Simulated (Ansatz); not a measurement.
**C₂H₅NO₂Si: a ladder of functionals and wavefunction methods**

Aim: compute C₂H₅NO₂Si with functionals from several rungs and with coupled cluster, and see how far each lands from CCSD(T) at the basis-set limit for the atomisation energy.

Computed with Ansatz 0.2.0, Gaussian basis. Level: functionals in def2-TZVPP, the program's frozen cores in correlated methods.

Levels to be run: PBE-D4, r2SCAN-D4, PBE0-D4, B3LYP-D4, ωB97X-V, ωB97M-V, B2PLYP; CCSD(T)/def2-TZVPP; MP2/def2-QZVPP; extrapolation to the limit.

## 1. Structure used throughout

An earlier PBE0-D4 in a triple-zeta def2 set relaxation fixed the geometry.

SMILES `O=CN1CO[SiH2]1`, 11 atoms, charge 0, spin multiplicity 1.

Atoms are counted from 1 here; the program's logs count them from 0.

Bond lengths: O1–C2 1.208 Å, C2–N3 1.351 Å, C2–H7 1.106 Å, N3–C4 1.466 Å, N3–Si6 1.743 Å, C4–O5 1.435 Å, C4–H8 1.093 Å, C4–H9 1.093 Å, O5–Si6 1.662 Å, Si6–H10 1.482 Å, Si6–H11 1.482 Å. Angles: O1–C2–N3 124.2°, O1–C2–H7 122.7°, N3–C2–H7 113.1°, C2–N3–C4 124.3°, C2–N3–Si6 146.9°, C4–N3–Si6 88.7°, N3–C4–O5 98.2°, N3–C4–H8 112.7°, N3–C4–H9 112.7°, O5–C4–H8 111.3°, O5–C4–H9 111.3°, H8–C4–H9 110.3°, C4–O5–Si6 93.0°, N3–Si6–O5 80.1°, N3–Si6–H10 116.7°, N3–Si6–H11 116.7°, O5–Si6–H10 115.7°, O5–Si6–H11 115.7° and more.

## 2. PBE-D4 (GGA)

File in.yaml:

```yaml
crystal:
  periodic: [false, false, false]
  atoms:
    - {symbol: O, position_ang: [0.217296, -0.952729, -2.375378]}
    - {symbol: C, position_ang: [0.761283, -0.297775, -1.518101]}
    - {symbol: N, position_ang: [0.222785, -0.034655, -0.306856]}
    - {symbol: C, position_ang: [-1.094441, -0.505349, 0.132771]}
    - {symbol: O, position_ang: [-1.092947, 0.079907, 1.443440]}
    - {symbol: Si, position_ang: [0.414007, 0.750666, 1.236952]}
    - {symbol: H, position_ang: [1.763340, 0.150166, -1.653078]}
    - {symbol: H, position_ang: [-1.156412, -1.595357, 0.185620]}
    - {symbol: H, position_ang: [-1.909365, -0.108018, -0.477802]}
    - {symbol: H, position_ang: [0.461816, 2.232320, 1.228312]}
    - {symbol: H, position_ang: [1.478038, 0.223825, 2.124620]}
basis:
  gaussian: {orbitals: def2-TZVPP}
hamiltonian: {xc: pbe, dispersion: d4}
output: {forces: true, orbitals: {seedname: orbitals}}
```

Launch:

```console
$ ansatz run in.yaml --threads 4 --pin off --events-out ev --progress --plain --max-ram 10444MiB
```

The runs that follow: r2SCAN-D4 (meta-GGA); PBE0-D4 (hybrid); B3LYP-D4 (hybrid); ωB97X-V (range-separated); ωB97M-V (range-separated); B2PLYP (double hybrid); CCSD(T) in def2-TZVPP; MP2 in def2-QZVPP.

**Question.** What will the summary of the whole plan be? Wanted: atomisation energy, CCSD(T)/CBS; farthest; mean size of error, hybrid; mean size of error, range-separated; gap, smallest and largest; T1 diagnostic; triples share of the correlation energy.

**Answer**, as computed:

```
                               quantity                                 value
        atomisation energy, CCSD(T)/CBS                         4439.1 kJ/mol
 functionals within 22.2 kJ/mol (0.5 %)          r2SCAN-D4, PBE0-D4, B3LYP-D4
                               farthest                PBE-D4 (+148.2 kJ/mol)
             mean size of error, hybrid                           10.5 kJ/mol
    mean size of error, range-separated                           28.8 kJ/mol
              gap, smallest and largest  4.25 eV (PBE-D4), 11.33 eV (ωB97X-V)
                          T1 diagnostic                                0.0145
triples share of the correlation energy                                 4.1 %
```

**Reading.** PBE-D4 misses by +148.2 kJ/mol. Double hybrids carry the basis error of their MP2 part in triple zeta, and no dispersion term here, so their miss is partly the set-up's. Misses under about 22.2 kJ/mol are within the doubt on the reference itself, which lacks core-valence correlation, relativity and higher excitations. Hartree-Fock recovers 68 % of the binding; the rest is correlation. Orbital gaps span 4.2 to 11.3 eV; exact exchange widens them.
